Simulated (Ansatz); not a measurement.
**One shape, several levels: CH5FOSi (SMILES CO[SiH2]F)**

We compute a comparison of 6 runs (B3LYP/6-31G*, CAM-B3LYP/def2-SVP, PBE-QIDH/def2-SVP, PBE0/def2-SVP, r2SCAN0/def2-SVP, BCCD(T)/def2-SVP) of CH5FOSi. 

The calculation is run with Ansatz 0.2.0.

128 further runs of the same task are left out: 128 set aside as unsound or not needed. Runs told in other sessions of the task aren't counted.

### 1 Starting point

The species is CH5FOSi (9 atoms), meant as a singlet with charge 0. As SMILES, `CO[SiH2]F`. One bond was lengthened or shortened from a relaxed shape.

Bond lengths: C1–O2 1.412 Å, O2–Si3 2.109 Å, Si3–F4 1.598 Å, C1–H5 1.094 Å, C1–H6 1.091 Å, C1–H7 1.096 Å, Si3–H8 1.474 Å, Si3–H9 1.483 Å. Some angles: C1–O2–Si3 125.2°, O2–Si3–F4 111.1°, O2–C1–H5 110.6°, O2–C1–H6 108.3°, O2–C1–H7 111.7°, O2–Si3–H8 106.8°, O2–Si3–H9 110.6°, F4–Si3–H8 108.2°, F4–Si3–H9 105.9°, H5–C1–H6 108.8°.

### 2 A single-point energy at B3LYP/6-31G(d) (Cartesian functions) (run 1)

Contents of run.yaml:

```yaml
crystal:
  periodic: [false, false, false]
  atoms:
    - symbol: C
      position_ang: [-0.553946, 1.469745, -0.933766]
    - symbol: O
      position_ang: [-1.017346, 0.254845, -0.383366]
    - symbol: Si
      position_ang: [0.168900, -1.127700, 0.679900]
    - symbol: F
      position_ang: [1.202000, -1.865200, -0.290100]
    - symbol: H
      position_ang: [-0.084146, 1.298045, -1.906166]
    - symbol: H
      position_ang: [-1.409646, 2.132645, -1.068366]
    - symbol: H
      position_ang: [0.169654, 1.962545, -0.274366]
    - symbol: H
      position_ang: [-0.748200, -2.141700, 1.231900]
    - symbol: H
      position_ang: [0.992400, -0.434200, 1.700300]
basis:
  gaussian: {orbitals: "6-31G*"}
hamiltonian: {xc: {name: B3LYP}}
accuracy: high
output: {orbitals: {seedname: orbitals}}
```

Launch:

```
$ ansatz run run.yaml --threads 1 --pin off --max-ram 3480MiB --events-out events.jsonl --progress --plain --runs-dir runs
```

Standard output:

```text
Warning: RAYON_NUM_THREADS=1 ignored (pool sized by the plan → 1); use --threads N
Functional definition: B3LYP
  name "B3LYP"
  parameter a0 = 0.2
  parameter ax = 0.72
  parameter ac = 0.81
  exchange = (1 - a0 - ax)*slater_x + ax*b88_x + a0*exact_x
  correlation = (1 - ac)*vwn_rpa_c + ac*lyp_c
1624 factors; integrals over basis functions are off by at most 3.5e-9 eV
mean field evaluation 1: about -13754.2467 eV, gradient 5.7e1 eV
mean field evaluation 2: about -13713.5684 eV, gradient 1.4e2 eV
mean field evaluation 4: about -13760.3667 eV, gradient 1.0e1 eV
mean field evaluation 8: about -13760.6675 eV, gradient 1.0e0 eV
mean field evaluation 16: about -13760.6703 eV, gradient 2.5e-5 eV
mean field -13760.67031722 eV, -505.6953068405 hartree, gradient 1.4e-8 eV, S^2 0.000000; 0 other end points of the search recorded, 0 dependent functions left out
reference -13760.67035706 eV, -505.6953083045 hartree; 21, 21 occupied and 53, 53 virtual orbitals, 1624 factors
Total energy: -13760.67035706 eV, -505.6953083045 hartree
```

Run time: 6.9 s. Hardware: 1 thread of Arm Neoverse V2, shared host; peak memory 0.23 GiB.

### 3 The energy at CAM-B3LYP/def2-SVP (run 2)

Contents of input.yaml:

```yaml
crystal:
  periodic: [false, false, false]
  atoms:
    - {symbol: C, position_ang: [-0.553946, 1.469745, -0.933766]}
    - {symbol: O, position_ang: [-1.017346, 0.254845, -0.383366]}
    - {symbol: Si, position_ang: [0.168900, -1.127700, 0.679900]}
    - {symbol: F, position_ang: [1.202000, -1.865200, -0.290100]}
    - {symbol: H, position_ang: [-0.084146, 1.298045, -1.906166]}
    - {symbol: H, position_ang: [-1.409646, 2.132645, -1.068366]}
    - {symbol: H, position_ang: [0.169654, 1.962545, -0.274366]}
    - {symbol: H, position_ang: [-0.748200, -2.141700, 1.231900]}
    - {symbol: H, position_ang: [0.992400, -0.434200, 1.700300]}
basis:
  gaussian:
    orbitals: def2-SVP
hamiltonian:
  xc: {name: CAM-B3LYP}
accuracy: high
output:
  orbitals: {seedname: orbitals}
```

Launch:

```
$ ansatz run input.yaml --threads 1 --pin off --max-ram 3480MiB --events-out events.jsonl --progress --plain --runs-dir runs
```

Standard output:

```text
Warning: RAYON_NUM_THREADS=1 ignored (pool sized by the plan → 1); use --threads N
Functional definition: CAM-B3LYP
  name "CAM-B3LYP"
  parameter alpha = 0.19
  parameter beta = 0.46
  parameter omega = 0.33/bohr
  parameter ac = 0.81
  exchange = (1 - alpha - beta)*b88_x + beta*b88_x_sr(omega) + alpha*exact_x + beta*exact_x_lr(omega)
  correlation = (1 - ac)*vwn5_c + ac*lyp_c
1889 factors; integrals over basis functions are off by at most 8.4e-9 eV
395 factors; integrals over basis functions are off by at most 2.3e-9 eV
mean field evaluation 1: about -13746.1795 eV, gradient 5.2e1 eV
mean field evaluation 2: about -13737.8040 eV, gradient 8.5e1 eV
mean field evaluation 4: about -13751.4650 eV, gradient 4.2e0 eV
mean field evaluation 8: about -13751.6537 eV, gradient 2.0e-1 eV
mean field evaluation 16: about -13751.6539 eV, gradient 3.9e-5 eV
mean field -13751.65385582 eV, -505.3639579955 hartree, gradient 6.9e-8 eV, S^2 0.000000; 0 other end points of the search recorded, 0 dependent functions left out
reference -13751.65387617 eV, -505.3639587436 hartree; 21, 21 occupied and 64, 64 virtual orbitals, 1889 factors
Total energy: -13751.65387617 eV, -505.3639587436 hartree
```

Wall time 8.4 s (1 thread of Arm Neoverse V2, shared host); peak memory 0.3 GiB.

Runs 3 to 4 aren't shown in full; the table further down has their settings and results.

### 4 The energy at r2SCAN0/def2-SVP (run 5)

Contents of molecule.yaml:

```yaml
crystal:
  periodic: [false, false, false]
  atoms:
    - {symbol: C, position_ang: [-0.553946, 1.469745, -0.933766]}
    - {symbol: O, position_ang: [-1.017346, 0.254845, -0.383366]}
    - {symbol: Si, position_ang: [0.168900, -1.127700, 0.679900]}
    - {symbol: F, position_ang: [1.202000, -1.865200, -0.290100]}
    - {symbol: H, position_ang: [-0.084146, 1.298045, -1.906166]}
    - {symbol: H, position_ang: [-1.409646, 2.132645, -1.068366]}
    - {symbol: H, position_ang: [0.169654, 1.962545, -0.274366]}
    - {symbol: H, position_ang: [-0.748200, -2.141700, 1.231900]}
    - {symbol: H, position_ang: [0.992400, -0.434200, 1.700300]}
basis:
  gaussian:
    orbitals: def2-SVP
magnetization:
  spin_polarized: false
hamiltonian:
  xc: {name: r2SCAN0}
accuracy: high
output: {orbitals: {seedname: orbitals}}
```

Launch:

```
$ ansatz run molecule.yaml --threads 1 --pin off --max-ram 3480MiB --events-out events.jsonl --progress --plain --runs-dir runs
```

Standard output:

```text
Warning: RAYON_NUM_THREADS=1 ignored (pool sized by the plan → 1); use --threads N
Functional definition: r2SCAN0
  name "r2SCAN0"
  parameter a = 0.25
  parameter k0 = 0.174
  parameter k1 = 0.065
  parameter a1 = 4.9479
  exchange = (1 - a)*r2scan_x(k0 = k0, k1 = k1, a1 = a1) + a*exact_x
  correlation = r2scan_c
1889 factors; integrals over basis functions are off by at most 8.4e-9 eV
mean field evaluation 1: about -13743.6534 eV, gradient 5.0e1 eV
mean field evaluation 2: about -13728.6867 eV, gradient 9.7e1 eV
mean field evaluation 4: about -13748.6630 eV, gradient 5.3e0 eV
mean field evaluation 8: about -13748.9185 eV, gradient 2.6e-1 eV
mean field evaluation 16: about -13748.9186 eV, gradient 1.1e-5 eV
mean field -13748.91863481 eV, -505.2634404776 hartree, gradient 1.9e-8 eV, S^2 0.000000; 0 other end points of the search recorded, 0 dependent functions left out
reference -13748.91863543 eV, -505.2634405002 hartree; 21, 21 occupied and 64, 64 virtual orbitals, 1889 factors
Total energy: -13748.91863543 eV, -505.2634405002 hartree
```

Run time: 15 s. Hardware: 1 thread of Arm Neoverse V2, shared host; peak memory 0.32 GiB.

### 5 A single-point energy at BCCD(T)/def2-SVP (run 6)

Contents of run.yaml:

```yaml
crystal:
  periodic: [false, false, false]
  atoms:
    - {symbol: C, position_ang: [-0.553946, 1.469745, -0.933766]}
    - {symbol: O, position_ang: [-1.017346, 0.254845, -0.383366]}
    - {symbol: Si, position_ang: [0.168900, -1.127700, 0.679900]}
    - {symbol: F, position_ang: [1.202000, -1.865200, -0.290100]}
    - {symbol: H, position_ang: [-0.084146, 1.298045, -1.906166]}
    - {symbol: H, position_ang: [-1.409646, 2.132645, -1.068366]}
    - {symbol: H, position_ang: [0.169654, 1.962545, -0.274366]}
    - {symbol: H, position_ang: [-0.748200, -2.141700, 1.231900]}
    - {symbol: H, position_ang: [0.992400, -0.434200, 1.700300]}
basis:
  gaussian:
    orbitals: def2-SVP
scf:
  omitted_lower_state_checks: [cluster_reference, increment]
correlation:
  method: bccd_t
  frozen_orbitals: {C: 1, F: 1, H: 0, O: 1, Si: 5}
accuracy: high
```

Launch:

```
$ ansatz run run.yaml --threads 1 --pin off --max-ram 3480MiB --events-out events.jsonl --progress --plain --runs-dir runs
```

Standard output:

```text
Warning: RAYON_NUM_THREADS=1 ignored (pool sized by the plan → 1); use --threads N
[... 12 lines left out ...]
8 core orbitals not correlated: weight in the atoms' cores, before any rotation towards them, 1.000 or more for the frozen orbitals, at most 0.000 for the correlated occupied ones
[... 26 lines left out ...]
Total energy: -13726.46741833 eV, -504.4383734898 hartree
Checks for a lower state left out: cluster_reference, increment
```

Wall time 29 s (1 thread of Arm Neoverse V2, shared host); peak memory 0.64 GiB.

### 6 All runs side by side

| run | level | Cartesian functions | frozen core orbitals | energy (Eh) | HOMO energy (eV) | LUMO energy (eV) | HOMO–LUMO gap (eV) | wall time |
| --- | --- | --- | --- | --- | --- | --- | --- | --- |
| 1 | B3LYP/6-31G* (Cartesian functions) | yes | – | -505.695308 | -6.73 | -0.71 | 6.02 | 6.9 s |
| 2 | CAM-B3LYP/def2-SVP | no | – | -505.363959 | -8.53 | 0.65 | 9.18 | 8.4 s |
| 3 | PBE-QIDH/def2-SVP | no | 8 | -504.905285 | -9.84 | 1.50 | 11.34 | 11 s |
| 4 | PBE0/def2-SVP | no | – | -505.081383 | -7.13 | -0.55 | 6.59 | 7.2 s |
| 5 | r2SCAN0/def2-SVP | no | – | -505.263441 | -7.40 | -0.38 | 7.02 | 15 s |
| 6 | BCCD(T)/def2-SVP | no | 8 | -504.438373 | – | – | – | 29 s |

### 7 Outcome

| quantity | value |
| --- | --- |
| run 6: total energy | -504.43837 Eh |
| run 6: correlation energy (8 core orbitals frozen) | -670.5 mEh |
| run 6: (T) correction | -16.79 mEh |

In words: Over runs 1, 2, 3, 4, 5 the HOMO–LUMO gap runs from 6.02 eV (B3LYP/6-31G*) to 11.34 eV (PBE-QIDH/def2-SVP). The two ends differ in method and basis. A double hybrid's value is that of its SCF part. Totals of different functionals can't be ranked against each other. All runs together took 77 s, the longest 29 s.
